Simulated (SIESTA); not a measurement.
Al3Ru2:

```
Ru Al
1.0
    -1.53890    1.53890    7.14310
     1.53890   -1.53890    7.14310
     1.53890    1.53890   -7.14310
Ru Al
2 3
Direct
  0.39413 0.39413 0.00000
  0.60587 0.60587 0.00000
  0.19382 0.19382 0.00000
  0.80618 0.80618 0.00000
  0.00000 0.00000 0.00000
```

The cell comes from a database or a generator and needn't be the stable form of this composition.

- Program: SIESTA 5.4.2
- Task: single point
- Functional: PBEsol
- Potentials or basis: PseudoDojo 0.4 standard (PBEsol files)
- Basis: DZP (energy shift 0.003 Ry; two zetas on semicore shells)
- Grid cutoff: 800 Ry
- Energy shift: 0.003 Ry
- k mesh: 12 × 12 × 12
- Occupations: fermi-dirac, width 0.05 eV
- Spin: no spin polarisation

On this cell: pressure 0.6 GPa; largest force 0.145 eV/Å; band gap on the k mesh none (metal or under the smearing width).

The same run follows on a disturbed copy (atoms moved at random, drawn with an rms of 0.05 Å):

```
Ru Al
1.0
    -1.53890    1.53890    7.14310
     1.53890   -1.53890    7.14310
     1.53890    1.53890   -7.14310
Ru Al
2 3
Direct
  0.38483 0.38266 0.97737
  0.60474 0.60765 0.00557
  0.19590 0.20223 0.00935
  0.81398 0.79786 0.98976
  0.98896 0.98934 0.98215
```

Q: What does the disturbed cell give?

A: The energy (extrapolated to zero smearing) moves by +13.8 meV/atom; pressure 1.4 GPa; largest force 1.094 eV/Å; band gap on the k mesh none (metal or under the smearing width).

Forces on the atoms (eV/Å):
```
Ru   0.094  0.339  0.181
Ru  -0.134 -0.121  0.279
Al  -0.268 -0.022 -0.071
Al   0.209 -0.301 -1.031
Al   0.099  0.105  0.641
```

Stress tensor (GPa, compression positive):
```
0.50 0.03 0.29
0.03 0.55 0.59
0.29 0.59 3.17
```

Caveats: the basis of atomic orbitals isn't converged, which shifts pressures, moduli and gaps.
